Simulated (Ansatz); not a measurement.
**C₂H₈AlFSi: up Jacob's ladder to CCSD(T)**

The task here is to estimate one member of a computed series from the others.

Method: functionals in def2-TZVPP, the program's frozen cores in correlated methods; program: Ansatz 0.2.0, Gaussian basis.

Plan: LDA (SPW92), PBE-D4, revPBE-D4, BLYP-D4, r2SCAN-D4, B97M-V, PBE0-D4, B3LYP-D4, r2SCANh-D4, r2SCAN0-D4, HSE06-D4, BHLYP-D4, CAM-B3LYP-D4, LC-ωPBE, ωB97X-V, ωB97M-V, B2PLYP, PBE-QIDH; CCSD(T)/def2-SVP; CCSD(T)/def2-TZVPP; MP2/def2-QZVPP; extrapolation to the limit; RPA on PBE.

### The geometry

The geometry comes from an earlier relaxation with PBE0-D4 in a triple-zeta def2 set; it is a stationary point, not always the lowest conformer.

13 atoms, charge 0, spin multiplicity 1.

Atoms are counted from 1 here; the program's logs count them from 0.

Bond lengths: F1–Al4 1.672 Å, C2–C3 1.345 Å, C2–H6 1.087 Å, C2–H7 1.086 Å, C3–Si5 1.885 Å, C3–H8 1.089 Å, Al4–H9 1.584 Å, Al4–H10 1.586 Å, Si5–H11 1.480 Å, Si5–H12 1.480 Å, Si5–H13 1.489 Å. Angles: C3–C2–H6 121.5°, C3–C2–H7 122.4°, H6–C2–H7 116.1°, C2–C3–Si5 124.7°, C2–C3–H8 117.4°, Si5–C3–H8 117.4°, F1–Al4–H9 116.6°, F1–Al4–H10 116.2°, H9–Al4–H10 122.1°, C3–Si5–H11 111.1°, C3–Si5–H12 109.4°, C3–Si5–H13 104.9°, H11–Si5–H12 112.5°, H11–Si5–H13 108.7°, H12–Si5–H13 109.9°.

Set-up of the first run:

The input, in.yaml:

```yaml
crystal:
  periodic: [false, false, false]
  atoms:
    - {symbol: F, position_ang: [0.248526, 0.852335, -1.961606]}
    - {symbol: C, position_ang: [-0.830886, 0.701510, 0.999566]}
    - {symbol: C, position_ang: [-0.099251, -0.412152, 0.814276]}
    - {symbol: Al, position_ang: [-1.131431, 0.096412, -1.395725]}
    - {symbol: Si, position_ang: [1.727083, -0.431784, 0.347073]}
    - {symbol: H, position_ang: [-0.423289, 1.688834, 0.795426]}
    - {symbol: H, position_ang: [-1.841819, 0.673528, 1.395287]}
    - {symbol: H, position_ang: [-0.561963, -1.364435, 1.070239]}
    - {symbol: H, position_ang: [-1.219656, -1.471015, -1.607311]}
    - {symbol: H, position_ang: [-2.426177, 1.003615, -1.270893]}
    - {symbol: H, position_ang: [1.958829, -1.252701, -0.862264]}
    - {symbol: H, position_ang: [2.209322, 0.958183, 0.190022]}
    - {symbol: H, position_ang: [2.411114, -1.077132, 1.500911]}
basis:
  gaussian: {orbitals: def2-TZVPP}
hamiltonian: {xc: lda}
output: {orbitals: {seedname: orbitals}}
```

On the command line:

```console
$ ansatz run in.yaml --threads 4 --pin off --events-out ev --progress --plain --max-ram 10444MiB
```

Steps of the session up to this table: LDA; PBE-D4 (GGA); revPBE-D4 (GGA); BLYP-D4 (GGA); r2SCAN-D4 (meta-GGA); B97M-V (meta-GGA); PBE0-D4 (hybrid); B3LYP-D4 (hybrid); r2SCANh-D4 (hybrid); r2SCAN0-D4 (hybrid); HSE06-D4 (hybrid); BHLYP-D4 (hybrid); CAM-B3LYP-D4 (range-separated); LC-ωPBE (range-separated); ωB97X-V (range-separated); ωB97M-V (range-separated); B2PLYP (double hybrid); PBE-QIDH (double hybrid).

One of the session's tables, all rows but one given; the rest of the session is left out.

It belongs to the step «Frontier levels by functional». 

```
  functional  HOMO (eV)  LUMO (eV)  gap (eV)
 LDA (SPW92)      -6.97      -2.91      4.06
      PBE-D4      -6.90      -2.73      4.17
   revPBE-D4      -6.86      -2.65      4.20
     BLYP-D4      -6.81      -2.55      4.26
   r2SCAN-D4      -7.20      -2.59      4.62
      B97M-V      -7.30      -2.59      4.71
     PBE0-D4      -8.16      -1.77      6.38
    B3LYP-D4      -7.98      -1.95      6.03
  r2SCANh-D4          ?          ?         ?
  r2SCAN0-D4      -8.36      -1.70      6.66
    HSE06-D4      -7.75      -2.15      5.60
    BHLYP-D4      -9.38      -0.63      8.75
CAM-B3LYP-D4      -9.56      -0.59      8.97
     LC-ωPBE     -10.92       0.49     11.41
     ωB97X-V     -10.58       0.45     11.02
     ωB97M-V     -10.36       0.32     10.68
```

**Question.** Estimate the row for r2SCANh-D4.

Worked estimate for «HOMO (eV)». Against the share of exact exchange, r2SCAN-D4 (0, -7.20), r2SCAN0-D4 (0.25, -8.36) give a slope of -4.64 per unit share; at 0.1 the line stands at -7.66.

As computed: HOMO (eV): -7.66; LUMO (eV): -2.23; gap (eV): 5.43. In «HOMO (eV)» the line misses by 0.00.
